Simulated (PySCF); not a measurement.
# CH5ClGeS: the cost of one run

Computed with PySCF 2.14.0, with density-fitted response routines of our own, on a single molecule in the gas phase. Atoms are numbered from 0 throughout.

## (1) The molecule as given

9 atoms, charge 0, multiplicity 1; geometry from: GFN2-xTB. The atoms were then displaced at random by about 0.01 Å, so the start is not that level's minimum.

Bonds of the start (Å): C0–S1 1.81, S1–Ge2 2.20, Ge2–Cl3 2.10, C0–H4 1.06, C0–H5 1.11, C0–H6 1.10, Ge2–H7 1.54, Ge2–H8 1.51.

## (2) Relaxing the molecule at PBE0-D3(BJ)/def2-SVP

Job settings and geometry (Å):

```
{"job": {"xc": "PBE0", "basis": "def2-SVP", "d3": "d3bj", "grid": 1, "shake": 0.01, "kind": "geom"}, "charge": 0, "multiplicity": 1}
C     -1.494400     0.402560    -0.092170
S     -0.295660    -0.049580    -1.370910
Ge     1.472770    -0.335350    -0.098420
Cl     1.063270    -1.636470     1.501570
H     -1.590670    -0.357890     0.646470
H     -2.465770     0.537490    -0.616950
H     -1.223340     1.372610     0.355730
H      1.984960     0.970060     0.541770
H      2.606640    -0.920580    -0.900820
```

The run is started by

```sh
$ OMP_NUM_THREADS=1 python probes_run.py task.json out
```

This one command runs all jobs of the session in turn.

**Question.** How long does this first job take on 1 thread of Arm Neoverse V1, shared host, and how much memory does it need?

About 54 s, with a peak of 0.45 GiB.
